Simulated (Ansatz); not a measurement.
# AlW3: the cost of one run

Computed with Ansatz 0.2.0 (DFT PBE, scalar-relativistic, plane waves, PAW, unless a step's input says otherwise).

1 further run of the same task is left out (set aside as unsound or not needed).

**1. Starting point**

It takes space group Pm-3m (No. 221, cubic). The conventional cell has a = 4.590 Å, b = 4.590 Å, c = 4.590 Å, α = 90.00°, β = 90.00°, γ = 90.00°. Al (site symmetry m-3m) is surrounded by 6 W at 2.30 Å. W (site symmetry 4/mmm) is surrounded by 2 Al at 2.30 Å.

As a file:

```
CELL_PARAMETERS angstrom
4.59034 0.00000 0.00000
0.00000 4.59034 0.00000
0.00000 0.00000 4.59034
ATOMIC_POSITIONS crystal
Al 0.00000 0.00000 0.00000
W 0.50000 0.00000 0.00000
W 0.00000 0.50000 0.00000
W 0.00000 0.00000 0.50000
```

The cell was relaxed beforehand at this level, from a generated guess; it needn't be the stable form of this composition. At a tolerance of 0.05 Å it has space group Pm-3m (No. 221); it has 24.18 Å³/atom, an uncorrected energy of +3.19 eV/atom over the elements.

**2. Bands, states and charges**

The input, input.yaml:

```yaml
crystal:
  lattice:
    - [4.5903411841, 0.0, 0.0]
    - [0.0, 4.5903411841, 0.0]
    - [0.0, 0.0, 4.5903411841]
  atoms:
    - { symbol: Al, position: [0.0, 0.0, 0.0] }
    - { symbol: W, position: [0.5, 0.0, 0.0] }
    - { symbol: W, position: [0.0, 0.5, 0.0] }
    - { symbol: W, position: [0.0, 0.0, 0.5] }
basis:
  ecutwfc: 420
kpoints:
  mp_grid: { grid: [10, 10, 10] }
  band_path:
    path:
      - [[0.0, 0.0, 0.0], [0.0, 0.5, 0.0], [0.5, 0.5, 0.0], [0.0, 0.0, 0.0], [0.5, 0.5, 0.5], [0.0, 0.5, 0.0]]
      - [[0.5, 0.5, 0.5], [0.5, 0.5, 0.0]]
    npoints: 14
hamiltonian:
  xc: pbe
scf:
  occupations: { method: gaussian, width: 0.1 }
  n_extra_bands: 10
output:
  forces: true
  stress: true
  eigenvalues: true
  populations: true
  dos: { projected: true, de: 0.02, nscf_kmesh: { grid: [12, 12, 12] } }
  bader: true
  write_density: true
  write_potential: true
  elf: true
  volumetric_format: npy
```

Launch:

```sh
$ ansatz run input.yaml --threads 1 --pin off --max-ram 2560MiB --backend cpu --events-out ev --progress --plain --runs-dir out
```

**Question.** How long does this run take on 1 thread of Intel Xeon Platinum 8259CL at 2.50GHz (Skylake/Cascade Lake), shared host, and how much memory does it need?

About 2.2 min, with a peak of 0.51 GiB.
